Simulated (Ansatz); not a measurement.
A nudged elastic band was laid between two geometries of a periodic cell of 26 atoms, Mg6HO6 (surface MgO(111), adsorbate H2, already come apart at the first end).

All numbers below come from DFT PBE, scalar-relativistic, plane waves, PAW (Ansatz). Settings: PAW set soft_1, cutoff 420 eV, k mesh 2x2x1, gaussian smearing 0.05 eV, no spin polarisation.

- movable images: 5
- climbing image: yes
- spring: 5.0 eV/Å²
- optimiser: quadratic models (default)
- start path: IDPP
- force threshold: 0.05 eV/Å
- iteration limit: 70
- end points: relaxed
- atoms held: 1 to 8

Image 0:

```xyz
26
Lattice="5.3245 0.0000 0.0000 2.6623 4.6112 0.0000 0.0000 0.0000 17.4343" Properties=species:S:1:pos:R:3
Mg 0.000 0.000 1.000
O 3.993 3.843 2.087
Mg 1.331 2.306 1.000
O 2.662 1.537 2.087
Mg 2.662 0.000 1.000
O 6.656 3.843 2.087
Mg 3.993 2.306 1.000
O 5.325 1.537 2.087
Mg 5.327 3.077 3.489
O 1.331 2.304 4.675
Mg 3.993 0.764 3.490
O -0.003 0.001 4.692
Mg 2.660 3.077 3.489
O 3.993 2.303 4.661
Mg 1.331 0.765 3.493
O 5.328 4.612 4.692
Mg 2.662 1.555 6.032
O 3.993 0.776 7.169
Mg 3.994 3.817 6.050
O 5.307 3.041 7.265
Mg 5.323 1.555 6.031
O 1.330 0.763 7.143
Mg 6.656 3.824 6.110
O 2.680 3.041 7.265
H 1.325 0.713 8.102
H 3.987 1.065 8.086
```

Image 6:

```xyz
26
Lattice="5.3245 0.0000 0.0000 2.6623 4.6112 0.0000 0.0000 0.0000 17.4343" Properties=species:S:1:pos:R:3
Mg 0.000 0.000 1.000
O 3.993 3.843 2.087
Mg 1.331 2.306 1.000
O 2.662 1.537 2.087
Mg 2.662 0.000 1.000
O 6.656 3.843 2.087
Mg 3.993 2.306 1.000
O 5.325 1.537 2.087
Mg 5.328 3.076 3.490
O 1.329 2.307 4.693
Mg 3.991 0.765 3.489
O 0.001 0.000 4.672
Mg 2.658 3.074 3.489
O 3.995 2.306 4.661
Mg 1.334 0.770 3.492
O 5.325 4.608 4.693
Mg 2.683 1.549 6.057
O 4.014 0.799 7.265
Mg 3.978 3.833 6.029
O 5.318 3.071 7.165
Mg 5.308 1.528 6.029
O 1.332 0.769 7.143
Mg 6.673 3.852 6.107
O 2.699 3.076 7.265
H 1.340 0.774 8.103
H 5.075 2.930 8.085
```

(1) What changes between the two ends?

(2) Give the energies along the band, and the barrier.

(3) What is the geometry of the highest image?

Results:

(1) Contacts lost: O18–H26. Contacts made: O20–H26. The atom that moves furthest is H26, by 2.16 Å; four of its nearest neighbours are O18 0.96, Mg17 2.49, Mg21 2.50, O24 2.51 Å at the first end and O20 0.96, Mg21 2.50, Mg19 2.50, O18 2.52 Å at the last.

(2) The run converged. The highest image is number 3 of 0 to 6, 0.42 eV above the ends, which have the same energy within 2 meV. By the program's own check the climbing image is of a kind that is not told: the force calls were inconclusive, a negative curvature could not be distinguished from the path's own, the only one lies far off the path, or fixed occupations may fill a level only in part (lowest curvatures found: -9.19 and 0.57 eV/Å²). Limits of this set-up: coarse k mesh, thin slab, slab without dipole correction, no dispersion correction for a molecule that may bind weakly.

```
image  path coordinate (Å)  energy (eV)  O18–H26 (Å)  O20–H26 (Å)
    0                 0.00         0.00         0.96         2.51
    1                 0.42         0.02         0.97         2.12
    2                 0.84         0.13         1.00         1.70
    3                 1.27         0.42         1.23         1.22
    4                 1.69         0.13         1.71         1.00
    5                 2.11         0.02         2.12         0.97
    6                 2.53         0.00         2.52         0.96
```

(3) 
```xyz
26
Lattice="5.3245 0.0000 0.0000 2.6623 4.6112 0.0000 0.0000 0.0000 17.4343" Properties=species:S:1:pos:R:3
Mg 0.000 0.000 1.000
O 3.993 3.843 2.087
Mg 1.331 2.306 1.000
O 2.662 1.537 2.087
Mg 2.662 0.000 1.000
O 6.656 3.843 2.087
Mg 3.993 2.306 1.000
O 5.325 1.537 2.087
Mg 5.332 3.084 3.500
O 1.334 2.312 4.676
Mg 3.988 0.757 3.500
O -0.004 -0.006 4.675
Mg 2.653 3.079 3.490
O 3.989 2.308 4.644
Mg 1.337 0.765 3.497
O 5.330 4.608 4.728
Mg 2.668 1.580 6.033
O 4.024 0.933 7.290
Mg 3.959 3.816 6.031
O 5.196 2.965 7.289
Mg 5.335 1.531 5.930
O 1.328 0.770 7.115
Mg 6.583 3.884 6.347
O 2.682 3.063 7.294
H 1.382 0.730 8.076
H 4.583 1.967 7.647
```

Run time: 13 min on 2 threads of Arm Neoverse V1, on a shared host, peak memory 1.5 GiB.
